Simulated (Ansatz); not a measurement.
# MnPt2 (P-3m1) in Ansatz: notebook, part 2 of 2

Ansatz 0.2.0. The steps go on from the part before.

## Step 3: Phonons, PBEsol, collinear spin, ferromagnetic start

input.yaml reads:

```yaml
crystal:
  lattice:
    - [2.8584044518, 0.0, 0.0]
    - [-1.4292022259, 2.4754508696, 0.0]
    - [0.0, 0.0, 6.532504]
  atoms:
    - { symbol: Pt, position: [0.6666666667, 0.3333333333, 0.316206] }
    - { symbol: Pt, position: [0.3333333333, 0.6666666667, 0.683794] }
    - { symbol: Mn, position: [0.0, 0.0, 0.0], spin: 4.0 }
hamiltonian:
  xc: pbesol
  pseudopotentials: { kind: paw }
magnetization:
  spin_polarized: true
kpoints:
  mp_grid: { grid: [10, 10, 4] }
scf:
  occupations: { method: fermi_dirac, width: 0.05 }
phonons:
  method: dfpt
```

Potentials or basis: Ansatz PAW.

Started as:

```sh
$ ansatz run input.yaml --threads 2 --pin off --max-ram 5632MiB --backend cpu --events-out ev --progress --plain --runs-dir out
```

Log:

```text
Warning: RAYON_NUM_THREADS=2 ignored (pool sized by the plan → 2); use --threads N
Engine: ansatz 0.2.0, aarch64-unknown-linux-gnu
Pseudopotentials: kind: paw
Pseudopotential: Pt, paw, valence charge 18, recommended cutoff 420 eV (normal), Pt.paw.azcp
Pseudopotential: Mn, paw, valence charge 15, recommended cutoff 420 eV (normal), Mn.paw.azcp
Functional definition: PBEsol
[... 67 lines left out ...]
  k-point 1 ↑: bands = ["-78.8490", "-78.8412", "-61.2053", "-33.1442", "-33.0056", "-32.9040", "-32.9040", "-32.8850", "-32.8850", "-30.0287", "-30.0183", "-30.0183", "10.4534", "12.1543", "13.5245", "15.7743", "15.9836", "15.9836", "16.2154", "16.2154", "16.6516", "16.6516", "17.0495", "17.9172", "17.9172", "18.0347", "18.0347", "18.5986", "19.2121", "19.2121", "27.1258", "32.9724", "34.0411"]
  k-point 2 ↑: bands = ["-78.8490", "-78.8412", "-61.2053", "-33.1483", "-33.0012", "-32.9042", "-32.9042", "-32.8848", "-32.8848", "-30.0290", "-30.0183", "-30.0183", "11.0147", "11.4371", "13.4178", "15.6350", "15.9663", "15.9663", "16.3266", "16.3266", "16.6674", "16.6674", "16.9897", "17.8120", "17.8120", "17.8214", "17.8214", "19.4413", "19.4413", "19.7361", "25.5937", "33.7889", "34.3599"]
  k-point 116 ↓: bands = ["-78.6643", "-78.6617", "-57.1682", "-32.9316", "-32.9220", "-32.8462", "-32.8160", "-32.7967", "-32.7823", "-26.1654", "-26.1262", "-26.1007", "14.2551", "14.3946", "14.8499", "15.4202", "15.8024", "16.1257", "16.2543", "17.1028", "17.5994", "17.8866", "19.9373", "20.2728", "20.7539", "20.9473", "21.3803", "22.3405", "23.0222", "25.5344", "26.4129", "27.3702", "28.5598"]
--- Phonons (Γ-DFPT): 4 representative perturbations + reference, on 117 of 400 k-points (Σ response iterations 12) ---
  k mesh reduced under 2 symmetry operations, with k and −k counted as one. Each operation leaves every solved perturbation unchanged. A smaller set is not used because it would not reduce the number of displacements times k-points to solve
  ASR residual: 4.857e-4 → 0.000e0 eV/Å²; symmetrization residual: 1.795e-5 eV/Å²
  ASR residual per site (eV/Å²): 1.73e-4 1.73e-4 4.86e-4
  Γ frequencies (cm⁻¹): 0.00 0.00 0.00 53.40 53.40 120.09 120.09 129.68 252.13
  non-analytic LO–TO correction: not included (Born effective charges unavailable; polar crystals: no LO–TO splitting at Γ)
```

Wall time 86 s (2 threads of Arm Neoverse V1, shared host); peak memory 1.1 GiB.

What came out:

| Item | Value |
| --- | --- |
| Free energy | -28636.6648 eV |
| Band gap on the k mesh | none (metal or under the smearing width) |
| Net moment | 4.45 μB per cell |
| Absolute moment | 4.53 μB per cell |
| Site moments | Pt +0.28; Mn +3.70 μB |
| Highest phonon frequency at Γ | 252 cm⁻¹ |

Phonon frequencies in cm⁻¹ (negative: imaginary):
| q point | frequencies |
| --- | --- |
| (0.000, 0.000, 0.000) | 0 0 0 53 53 120 120 130 252 |

Caveat: the PAW data sets come from PBE, with cores solved anew for the run's functional, which leaves a small shift of forces and pressure. The run has no spin-orbit coupling, so splittings on Pt are missing.

## Step 4: Elastic constants, PBEsol, collinear spin, ferromagnetic start

input.yaml: that of step 3 with these lines changed.

```diff
@@ -18,3 +18,7 @@
   occupations: { method: fermi_dirac, width: 0.05 }
-phonons:
-  method: dfpt
+output:
+  forces: true
+  stress: true
+elastic:
+  mode: relaxed_ion
+  stencil: two_point
```

Started as:

```sh
$ ansatz run input.yaml --threads 2 --pin off --max-ram 5632MiB --backend cpu --events-out ev --progress --plain --runs-dir out
```

Wall time 3.2 min (2 threads of Arm Neoverse V1, shared host); peak memory 0.59 GiB.

Results (log left out):

| Quantity | Value |
| --- | --- |
| Free energy | -28636.6648 eV |
| Pressure | -9.2 GPa |
| Band gap on the k mesh | none (metal or under the smearing width) |
| Net moment | 4.45 μB per cell |
| Absolute moment | 4.53 μB per cell |
| Site moments | Pt +0.28; Mn +3.70 μB |
| Voigt bulk modulus | 155 GPa |

Levels at points of the mesh, in eV from the Fermi level:
Spin up:
| k point | band 24 | band 25 | band 26 | band 27 | band 28 | band 29 | band 30 | band 31 | band 32 | band 33 |
| --- | --- | --- | --- | --- | --- | --- | --- | --- | --- | --- |
| (0.00, 0.00, 0.00) | -2.15 | -1.52 | -1.52 | -1.02 | -1.02 | -0.76 | -0.76 | 10.05 | 11.10 | 14.97 |
| (0.00, 0.00, -0.50) | -1.70 | -1.70 | -1.70 | -1.70 | -0.08 | -0.08 | 0.22 | 6.08 | 14.27 | 14.84 |
| (0.00, -0.50, 0.00) | -0.21 | -0.20 | -0.11 | 0.25 | 1.56 | 1.72 | 2.02 | 5.72 | 5.78 | 8.58 |
| (0.00, -0.50, -0.50) | -0.88 | -0.69 | -0.30 | -0.06 | -0.01 | 1.90 | 2.66 | 4.87 | 8.43 | 8.92 |
Spin down:
| k point | band 20 | band 21 | band 22 | band 23 | band 24 | band 25 | band 26 | band 27 | band 28 | band 29 |
| --- | --- | --- | --- | --- | --- | --- | --- | --- | --- | --- |
| (0.00, 0.00, 0.00) | -2.74 | -2.34 | -1.83 | -1.83 | -0.86 | -0.86 | 0.71 | 1.35 | 1.35 | 2.18 |
| (0.00, 0.00, -0.50) | -3.01 | -1.53 | -1.53 | -1.38 | -1.38 | 0.28 | 0.51 | 1.40 | 1.40 | 2.35 |
| (0.00, -0.50, 0.00) | -1.71 | -1.09 | 0.11 | 0.12 | 0.19 | 1.66 | 1.97 | 2.38 | 2.54 | 2.82 |
| (0.00, -0.50, -0.50) | -1.21 | -0.80 | -0.38 | 0.10 | 0.21 | 0.70 | 1.48 | 1.93 | 2.82 | 3.05 |

Elastic tensor in Voigt notation (GPa, in the Cartesian axes of the cell as first typed):
```
214 107 123  22   0   0
107 214 123 -22   0   0
123 123 258   0   0   0
 23 -23   0  53   0   0
  0   0   0   0  53  23
  0   0   0   0  22  53
```

Caveat: the cell is more than 3 GPa from zero pressure, which shifts response properties; elastic constants of metals need much finer meshes, so these are rough; the PAW data sets come from PBE, with cores solved anew for the run's functional, which leaves a small shift of forces and pressure.

## Step 5: Summary

```csv
task,spin,k mesh,points for each segment of the path,atoms under strain,gap on the mesh (eV),pressure (GPa),moment (μB)
band structure,"non-collinear, ferromagnetic start, SOC",11 × 11 × 4,14,-,none,-9.9,4.36
phonons,"collinear, ferromagnetic start",10 × 10 × 4,-,-,none,-,4.45
elastic constants,"collinear, ferromagnetic start",10 × 10 × 4,-,relaxed,none,-9.2,4.45
```

Alike in all rows: level PBEsol; potentials or basis Ansatz PAW; cell as given; cutoff (eV) 420; smearing fermi-dirac 0.05 eV.

Caveats: the PAW data sets come from PBE, with cores solved anew for the run's functional, which leaves a small shift of forces and pressure; the thresholds are loose for stress (some runs); the cell is more than 3 GPa from zero pressure, which shifts response properties (some runs); elastic constants of metals need much finer meshes, so these are rough (some runs).

Total energies depend on the potentials used, so only differences within one code and one set of settings carry meaning.
